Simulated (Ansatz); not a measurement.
# C2H6BGaS: the cost of one run

Method: the settings change from run to run; program: Ansatz 0.2.0, Gaussian basis.

### Step 1. The molecule

An earlier PBE0-D4 in a triple-zeta def2 set relaxation fixed the geometry.

SMILES `[CH3][GaH][B]1CS1`, 11 atoms, charge 0, spin multiplicity 1.

Atoms are counted from 1 here; the program's logs count them from 0.

Bond lengths: C1–Ga2 1.970 Å, C1–H6 1.090 Å, C1–H7 1.093 Å, C1–H8 1.094 Å, Ga2–B3 2.055 Å, Ga2–H9 1.577 Å, B3–C4 1.546 Å, B3–S5 1.758 Å, C4–S5 1.836 Å, C4–H10 1.086 Å, C4–H11 1.086 Å. Angles: Ga2–C1–H6 113.1°, Ga2–C1–H7 110.0°, Ga2–C1–H8 109.2°, H6–C1–H7 109.0°, H6–C1–H8 108.5°, H7–C1–H8 106.8°, C1–Ga2–B3 122.6°, C1–Ga2–H9 117.7°, B3–Ga2–H9 119.7°, Ga2–B3–C4 151.2°, Ga2–B3–S5 141.6°, C4–B3–S5 67.2°, B3–C4–S5 61.9°, B3–C4–H10 120.5°, B3–C4–H11 120.5°, S5–C4–H10 114.8°, S5–C4–H11 114.8°, H10–C4–H11 113.7° and more.

### Step 2. wB97X-V/x2c-TZVPPall

in.yaml reads:

```yaml
crystal:
  periodic: [false, false, false]
  atoms:
    - {symbol: C, position_ang: [-2.159753, -0.126632, 0.845861]}
    - {symbol: Ga, position_ang: [-0.239997, 0.241828, 1.092844]}
    - {symbol: B, position_ang: [1.078214, 0.349069, -0.479887]}
    - {symbol: C, position_ang: [2.083886, -0.309290, -1.451967]}
    - {symbol: S, position_ang: [1.747935, 1.485657, -1.641520]}
    - {symbol: H, position_ang: [-2.458804, -0.150181, -0.201916]}
    - {symbol: H, position_ang: [-2.755679, 0.625572, 1.368995]}
    - {symbol: H, position_ang: [-2.401512, -1.093350, 1.298200]}
    - {symbol: H, position_ang: [0.281895, 0.456570, 2.565249]}
    - {symbol: H, position_ang: [3.090416, -0.551491, -1.122339]}
    - {symbol: H, position_ang: [1.733389, -0.927751, -2.273532]}
basis:
  gaussian: {orbitals: x2c-TZVPPall}
hamiltonian: {xc: {name: wB97X-V}}
```

Started as:

```
$ ansatz run in.yaml --threads 4 --pin off --events-out ev --progress --plain --max-ram 10444MiB
```

**Question.** How long does this run take on 4 threads of INTEL XEON PLATINUM 8581C at 2.30GHz, shared host, and how much memory does it need?

About 4.6 s, with a peak of 0.79 GiB.
